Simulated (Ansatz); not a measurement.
# C₂H₅BSe: small, medium and large basis sets

The task here is to estimate one member of a computed series from the others.

Method: one geometry, several basis sets; program: Ansatz 0.2.0, Gaussian basis.

The runs, in order: PBE0-D4/def2-SVP; ωB97M-V/def2-SVP; PBE0-D4/def2-QZVPP; ωB97M-V/def2-QZVPP; the functionals' def2-TZVPP values are taken from earlier runs.

### The geometry

An earlier PBE0-D4 in a triple-zeta def2 set relaxation fixed the geometry.

SMILES `CB1C[Se]1`, 9 atoms, charge 0, spin multiplicity 1.

Atoms are counted from 1 here; the program's logs count them from 0.

Bond lengths: C1–B2 1.542 Å, C1–H5 1.090 Å, C1–H6 1.096 Å, C1–H7 1.096 Å, B2–C3 1.528 Å, B2–Se4 1.899 Å, C3–Se4 2.020 Å, C3–H8 1.086 Å, C3–H9 1.086 Å. Angles: B2–C1–H5 114.1°, B2–C1–H6 109.5°, B2–C1–H7 109.6°, H5–C1–H6 108.8°, H5–C1–H7 108.8°, H6–C1–H7 105.7°, C1–B2–C3 145.5°, C1–B2–Se4 143.3°, C3–B2–Se4 71.3°, B2–C3–Se4 62.9°, B2–C3–H8 121.4°, B2–C3–H9 121.4°, Se4–C3–H8 113.0°, Se4–C3–H9 113.0°, H8–C3–H9 113.4°, B2–Se4–C3 45.8°.

The first run:

The input, in.yaml:

```yaml
crystal:
  periodic: [false, false, false]
  atoms:
    - {symbol: C, position_ang: [-0.281989, 1.167700, -0.752062]}
    - {symbol: B, position_ang: [-0.108321, -0.248605, -0.166390]}
    - {symbol: C, position_ang: [0.451497, -1.071179, 0.993596]}
    - {symbol: Se, position_ang: [-0.486560, -2.082388, -0.481935]}
    - {symbol: H, position_ang: [-0.807735, 1.192440, -1.706146]}
    - {symbol: H, position_ang: [-0.822194, 1.796828, -0.035587]}
    - {symbol: H, position_ang: [0.700288, 1.636813, -0.877861]}
    - {symbol: H, position_ang: [-0.066498, -1.132503, 1.946530]}
    - {symbol: H, position_ang: [1.510013, -1.305508, 1.062855]}
basis:
  gaussian: {orbitals: def2-SVP}
hamiltonian: {xc: pbe0, dispersion: d4}
output: {orbitals: {seedname: orbitals}}
```

Command:

```bash
ansatz run in.yaml --threads 2 --pin off --events-out ev --progress --plain --max-ram 4352MiB
```

Steps of the session up to this table: PBE0-D4 in def2-SVP; ωB97M-V in def2-SVP; PBE0-D4 in def2-QZVPP; ωB97M-V in def2-QZVPP.

One of the session's tables, all rows but one given; the rest of the session is left out.

It belongs to the step «Functionals by basis». 

```
functional       basis  HOMO (eV)
   PBE0-D4    def2-SVP      -6.80
   PBE0-D4  def2-TZVPP      -6.88
   PBE0-D4  def2-QZVPP          ?
   ωB97M-V    def2-SVP      -8.89
   ωB97M-V  def2-TZVPP      -8.99
   ωB97M-V  def2-QZVPP      -9.00
```

Estimate the missing values for PBE0-D4, def2-QZVPP.

The run gave: HOMO (eV): -6.89. In the column «HOMO (eV)» it lies between ωB97M-V, def2-SVP (-8.89) and PBE0-D4, def2-TZVPP (-6.88).
